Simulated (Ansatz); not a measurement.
# Zr3S2: the cost of one run

Method: DFT PBE, scalar-relativistic, plane waves, PAW, in Ansatz 0.2.0.

2 further runs of the same task are left out: 2 set aside as unsound or not needed. Runs told in other sessions of the task aren't counted.

## Step 1: Starting point

The structure is trigonal, space group R32 (No. 155). The conventional cell has a = 5.790 Å, b = 5.790 Å, c = 10.441 Å, α = 90.00°, β = 90.00°, γ = 120.00°. Zr (site symmetry 2) has 4 S at 2.60 to 2.61 Å in its first shell of neighbours. Around S (site symmetry 3) lie 6 Zr at 2.60 to 2.61 Å.

Structure file:

```cif
data_structure
_symmetry_space_group_name_H-M 'P 1'
_symmetry_Int_Tables_number 1
_cell_length_a 4.8259
_cell_length_b 4.8259
_cell_length_c 4.8259
_cell_angle_alpha 73.730
_cell_angle_beta 73.730
_cell_angle_gamma 73.730
_cell_volume 101.06
loop_
_atom_site_label
_atom_site_type_symbol
_atom_site_fract_x
_atom_site_fract_y
_atom_site_fract_z
_atom_site_occupancy
Zr1 Zr 0.16211 0.83789 0.50000 1
Zr2 Zr 0.50000 0.16211 0.83789 1
Zr3 Zr 0.83789 0.50000 0.16211 1
S1 S 0.33478 0.33478 0.33478 1
S2 S 0.66522 0.66522 0.66522 1
```

It goes back to an entry of the Materials Project, which need not be the stable form.

It is the result of an earlier relaxation at this level (volume 20.21 Å³/atom; gap on the mesh: none (metal)).

## Step 2: The reference cell

The reference gives a free energy of -14361.1067 eV, pressure -0.01 GPa, largest force 0.004 eV/Å and gap on the mesh none (metal). It was computed beforehand with the settings of the runs below.

## Step 3: The scan: biaxial against axial strain

The cell is strained by p along both x and y and by q along z, with fractional coordinates fixed.

## Step 4: Point p = -0.050, q = -0.050

Input file input.yaml:

```yaml
crystal:
  lattice:
    - [2.7504512434, 1.5879737658, 3.3063555001]
    - [-2.7504512434, 1.5879737658, 3.3063555001]
    - [0.0, -3.1759475315, 3.3063555001]
  atoms:
    - { symbol: Zr, position: [0.1621066357, 0.8378933643, 0.5] }
    - { symbol: Zr, position: [0.5, 0.1621066357, 0.8378933643] }
    - { symbol: Zr, position: [0.8378933643, 0.5, 0.1621066357] }
    - { symbol: S, position: [0.3347765468, 0.3347765468, 0.3347765468] }
    - { symbol: S, position: [0.6652234532, 0.6652234532, 0.6652234532] }
basis:
  ecutwfc: 420
kpoints:
  mp_grid: { grid: [12, 12, 12] }
hamiltonian:
  xc: pbe
scf:
  occupations: { method: gaussian, width: 0.15 }
output:
  forces: true
  stress: true
  eigenvalues: true
```

On the command line:

```bash
$ ansatz run input.yaml --threads 2 --pin off --max-ram 5120MiB --backend cpu --events-out ev --progress --plain --runs-dir out
```

**Question.** How long does this run take on 2 threads of Arm Neoverse V1, shared host, and how much memory does it need?

About 20 s, with a peak of 0.6 GiB.
